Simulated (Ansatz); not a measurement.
**H₅NSi₂Zn: a ladder of functionals and wavefunction methods**

One table from this session's results is given with a row withheld; the runs are named, their logs left out.

Computed with Ansatz 0.2.0, Gaussian basis. Level: functionals in def2-TZVPP, the program's frozen cores in correlated methods.

Plan: LDA (SPW92), PBE-D4, revPBE-D4, BLYP-D4, r2SCAN-D4, B97M-V, PBE0-D4, B3LYP-D4, r2SCANh-D4, r2SCAN0-D4, HSE06-D4, BHLYP-D4, CAM-B3LYP-D4, LC-ωPBE, ωB97X-V, ωB97M-V, B2PLYP, PBE-QIDH; CCSD(T)/def2-SVP; CCSD(T)/def2-TZVPP; MP2/def2-QZVPP; extrapolation to the limit; RPA on PBE.

### The relaxed structure

An earlier PBE0-D4 in a triple-zeta def2 set relaxation fixed the geometry.

SMILES `[ZnH][SiH]1N[SiH2]1`, 9 atoms, charge 0, spin multiplicity 1.

Atoms are counted from 1 here; the program's logs count them from 0.

Bond lengths: Zn1–Si2 2.372 Å, Zn1–H5 1.557 Å, Si2–N3 1.753 Å, Si2–Si4 2.250 Å, Si2–H6 1.498 Å, N3–Si4 1.719 Å, N3–H7 1.004 Å, Si4–H8 1.488 Å, Si4–H9 1.488 Å. Angles: Si2–Zn1–H5 177.3°, Zn1–Si2–N3 117.6°, Zn1–Si2–Si4 123.7°, Zn1–Si2–H6 117.0°, N3–Si2–Si4 48.9°, N3–Si2–H6 114.1°, Si4–Si2–H6 116.8°, Si2–N3–Si4 80.8°, Si2–N3–H7 138.5°, Si4–N3–H7 140.5°, Si2–Si4–N3 50.3°, Si2–Si4–H8 124.9°, Si2–Si4–H9 123.8°, N3–Si4–H8 117.2°, N3–Si4–H9 117.4°, H8–Si4–H9 109.3°.

The first run:

File in.yaml:

```yaml
crystal:
  periodic: [false, false, false]
  atoms:
    - {symbol: Zn, position_ang: [-0.089329, 2.273945, -1.287887]}
    - {symbol: Si, position_ang: [0.678948, 0.547781, 0.145967]}
    - {symbol: N, position_ang: [0.397192, -1.108882, -0.353418]}
    - {symbol: Si, position_ang: [-0.654209, -1.048259, 1.005040]}
    - {symbol: H, position_ang: [-0.660388, 3.378066, -2.224916]}
    - {symbol: H, position_ang: [1.995411, 0.765789, 0.825858]}
    - {symbol: H, position_ang: [0.742714, -1.757768, -1.037675]}
    - {symbol: H, position_ang: [-2.113778, -1.171299, 0.741212]}
    - {symbol: H, position_ang: [-0.296561, -1.879394, 2.185810]}
basis:
  gaussian: {orbitals: def2-TZVPP}
hamiltonian: {xc: lda}
output: {orbitals: {seedname: orbitals}}
```

Steps of the session up to this table: LDA; PBE-D4 (GGA); revPBE-D4 (GGA); BLYP-D4 (GGA); r2SCAN-D4 (meta-GGA); B97M-V (meta-GGA); PBE0-D4 (hybrid); B3LYP-D4 (hybrid); r2SCANh-D4 (hybrid); r2SCAN0-D4 (hybrid); HSE06-D4 (hybrid); BHLYP-D4 (hybrid); CAM-B3LYP-D4 (range-separated); LC-ωPBE (range-separated); ωB97X-V (range-separated); ωB97M-V (range-separated); B2PLYP (double hybrid); PBE-QIDH (double hybrid).

One of the session's tables, all rows but one given; the rest of the session is left out.

It belongs to the step «Orbital energies across the functionals». 

```
  functional  HOMO (eV)  LUMO (eV)  gap (eV)
 LDA (SPW92)      -5.64      -2.36      3.28
      PBE-D4      -5.52      -2.18      3.34
   revPBE-D4      -5.47      -2.09      3.37
     BLYP-D4      -5.37      -2.07      3.29
   r2SCAN-D4      -5.72      -1.97      3.75
      B97M-V      -5.77      -2.15      3.62
     PBE0-D4      -6.49      -1.45      5.05
    B3LYP-D4      -6.31      -1.66      4.65
  r2SCANh-D4      -6.08      -1.71      4.37
  r2SCAN0-D4      -6.63      -1.33      5.29
    HSE06-D4      -6.11      -1.81      4.30
    BHLYP-D4      -7.33      -0.73      6.60
CAM-B3LYP-D4      -7.68      -0.58      7.10
     LC-ωPBE          ?          ?         ?
     ωB97X-V      -8.62       0.35      8.96
     ωB97M-V      -8.43       0.09      8.52
```

Estimate the missing values for LC-ωPBE.

**Answer.** HOMO (eV): -8.93; LUMO (eV): 0.45; gap (eV): 9.39. In the column «HOMO (eV)» it is the lowest.
